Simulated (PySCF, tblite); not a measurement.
# C7H9N: infrared bands and NMR shifts

Wanted: the infrared bands and NMR shifts of C7H9N (`C=C(C)n1cccc1`), by calculation.

Computed with tblite 0.8.0 and PySCF 2.14.0, with density-fitted response routines of our own, on a single molecule in the gas phase. Atoms count from 0, in the outputs and in this text.

### 1 Starting geometry

17 atoms, charge 0, multiplicity 1; geometry from: GFN2-xTB.

Bonds of the start (Å): C0–C1 1.33, C1–C2 1.50, C1–N3 1.40, N3–C4 1.37, C4–C5 1.36, C5–C6 1.41, C6–C7 1.36, C7–N3 1.37, C0–H8 1.07, C0–H9 1.07, C2–H10 1.09, C2–H11 1.09, C2–H12 1.09, C4–H13 1.07, C5–H14 1.07, C6–H15 1.07, C7–H16 1.07.

### 2 Harmonic vibrations with GFN2-xTB

Job settings and geometry (Å):

```
{"job": {"kind": "ir", "xc": "GFN2-xTB", "basis": "xTB"}, "charge": 0, "multiplicity": 1}
C     -1.557523    -0.089221    -1.601620
C     -1.080398    -0.055634    -0.360184
C     -1.997244    -0.076192     0.827568
N      0.285311     0.004348    -0.071672
C      0.842861     0.023557     1.179154
C      2.199151     0.097687     1.061032
C      2.493803     0.126232    -0.319618
C      1.305046     0.067188    -0.983856
H     -0.935353    -0.077627    -2.476663
H     -2.616480    -0.129190    -1.777956
H     -1.857535     0.816451     1.435676
H     -1.805673    -0.950873     1.447695
H     -3.030387    -0.109489     0.495330
H      0.251200    -0.016959     2.070222
H      2.905529     0.128919     1.867036
H      3.468055     0.185067    -0.763568
H      1.122638     0.067768    -2.038487
```

**Question.** This job is followed by: GIAO PBE0/pcSseg-1 NMR shielding, non-relativistic, gas phase. What will the session give for the following? strongest single infrared mode (GFN2-xTB); zero-point energy (GFN2-xTB); 13C shifts against TMS (PBE0/pcSseg-1, means over atoms taken as alike); 1H shifts against TMS (PBE0/pcSseg-1, means over atoms taken as alike); 15N shifts against NH3 (PBE0/pcSseg-1).

**Answer**, as computed:

| quantity | value |
| --- | --- |
| strongest single infrared mode (GFN2-xTB) | 1478 cm⁻¹, 171 km/mol |
| zero-point energy (GFN2-xTB) | 88.2 kcal/mol |
| 13C shifts against TMS (PBE0/pcSseg-1, means over atoms taken as alike) | 145.8, 120.1, 116.8, 97.9, 23.2 ppm |
| 1H shifts against TMS (PBE0/pcSseg-1, means over atoms taken as alike) | 7.02, 6.45, 5.15, 4.68, 2.25 ppm |
| 15N shifts against NH3 (PBE0/pcSseg-1) | 207.7 ppm |

What this shows: The lowest mode is imaginary (42i cm⁻¹), so the xTB geometry is not a minimum. GFN2-xTB is a fitted tight-binding method: band positions and strengths are rough. Its intensities can rank the bands wrongly. At PBE0/pcSseg-1: Shielding is most anisotropic at C1 (span 206 ppm, paramagnetic term -212 ppm). NICS(1)zz of -26 ppm above the planar ring from N3 marks a diatropic (aromatic) ring current.
